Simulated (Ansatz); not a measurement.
# Ga: the cost of one run

Program: Ansatz 0.2.0. Level of theory: DFT PBEsol, scalar-relativistic, plane waves, PAW. These are calculated values, not measurements.

## Step 1: The starting structure

Symmetry: I4/mmm, No. 139, tetragonal system. The conventional cell has a = 2.808 Å, b = 2.808 Å, c = 4.458 Å, α = 90.00°, β = 90.00°, γ = 90.00°. Ga (site symmetry 4/mmm) is surrounded by 12 Ga at 2.81 to 2.99 Å.

Coordinates:

```
Ga
1.0
    -1.40400    1.40400    2.22900
     1.40400   -1.40400    2.22900
     1.40400    1.40400   -2.22900
Ga
1
Direct
  0.00000 0.00000 0.00000
```

No relaxation comes first: the listed cell is the starting point.

## Step 2: Zero of the scan

input.yaml

```yaml
crystal:
  lattice:
    - [-1.404, 1.404, 2.229]
    - [1.404, -1.404, 2.229]
    - [1.404, 1.404, -2.229]
  atoms:
    - { symbol: Ga, position: [0.0, 0.0, 0.0] }
basis:
  ecutwfc: 420
kpoints:
  mp_grid: { grid: [24, 24, 24] }
hamiltonian:
  xc: pbesol
scf:
  occupations: { method: gaussian, width: 0.15 }
output:
  forces: true
  stress: true
  eigenvalues: true
```

Command:

```
> ansatz run input.yaml --threads 1 --pin off --max-ram 2560MiB --backend cpu --events-out ev --progress --plain --runs-dir out
```

Q: Estimate wall time and peak memory on 1 thread of Arm Neoverse V1, shared host.

About 13 s, with a peak of 0.47 GiB.
